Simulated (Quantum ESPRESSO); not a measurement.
Crystal: Al3Au.

```
CELL_PARAMETERS angstrom
-2.02533 2.02533 4.05660
2.02533 -2.02533 4.05660
2.02533 2.02533 -4.05660
ATOMIC_POSITIONS crystal
Au 0.00000 0.00000 0.00000
Al 0.50000 0.50000 0.00000
Al 0.25000 0.75000 0.50000
Al 0.75000 0.25000 0.50000
```

The cell comes from a database or a generator and needn't be the stable form of this composition.

```yaml
Program: Quantum ESPRESSO 7.5
Task: single point
Functional: PBEsol
Potentials_or_basis: GBRV 1.5 PBEsol
Cutoff: 612 eV
Density_cutoff: 4898 eV
k_mesh: 9 × 9 × 9
Occupations: fermi-dirac, width 0.05 eV
Spin: no spin polarisation
```

On this cell: pressure -2.8 GPa; largest force under 0.003 eV/Å; band gap on the k mesh none (metal or under the smearing width).

The same run follows on a disturbed copy (atoms moved at random, drawn with an rms of 0.05 Å):

```
CELL_PARAMETERS angstrom
-2.02533 2.02533 4.05660
2.02533 -2.02533 4.05660
2.02533 2.02533 -4.05660
ATOMIC_POSITIONS crystal
Au 0.00708 0.99517 0.00214
Al 0.50900 0.50760 0.99975
Al 0.25261 0.75989 0.49439
Al 0.73829 0.24193 0.48663
```

Problem. What does the disturbed cell give?

Solution. The energy (extrapolated to zero smearing) moves by +4.2 meV/atom; pressure -2.6 GPa; largest force 0.275 eV/Å; band gap on the k mesh none (metal or under the smearing width).

Forces in eV/Å, atoms in the order of the input:
```
Au   0.020 -0.056  0.055
Al  -0.046 -0.008 -0.230
Al  -0.061  0.015 -0.082
Al   0.087  0.049  0.257
```

Stress tensor (GPa, compression positive):
```
-2.12  0.00  0.04
 0.00 -2.75  0.01
 0.04  0.01 -2.79
```
